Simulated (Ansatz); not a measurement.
MgB under changes of volume

One of the cells (12.133 Å³/atom); the others are scaled copies at fixed shape and fractional positions:

```xyz
2
Lattice="2.8952 0.0000 0.0000 0.0000 2.8952 0.0000 0.0000 0.0000 2.8952" Properties=species:S:1:pos:R:3 pbc="T T T"
Mg    0.0000    0.0000    0.0000
B     1.4476    1.4476    1.4476
```

The cell was built by a generator and needn't be a form met in nature.

```yaml
Program: Ansatz 0.2.0
Functional: PBE
Potentials_or_basis: Ansatz PAW
Cutoff: "420 eV (not typed: the program's choice for these potentials)"
k_mesh: 9 × 9 × 9
Occupations: fermi-dirac, width 0.05 eV
Spin: no spin polarisation
```

```tsv
volume (Å³/atom)	energy over the lowest point (meV/atom)	pressure (GPa)
11.405	?	?
11.648	5.91	3.8
11.891	1.59	1.9
12.133	0.00	0.2
12.376	0.89	-1.4
12.619	4.05	-2.9
12.861	9.40	-4.2
```

Task: What does the run at 11.405 Å³/atom give?

Result: Energy over the lowest point 13.27 meV/atom; pressure 6.0 GPa.

Worked out: A Birch-Murnaghan fit of order 3 (a polynomial in V^(-2/3)) to the other rows has its minimum at 12.17 Å³/atom with B0 = V·E''(V) = 82 GPa (rough, since the energies scatter). It gives 13.11 meV/atom at 11.405 Å³/atom, against the run's 13.27, and -dE/dV = 5.8 GPa, against 6.0.

Energies are extrapolated to zero smearing.
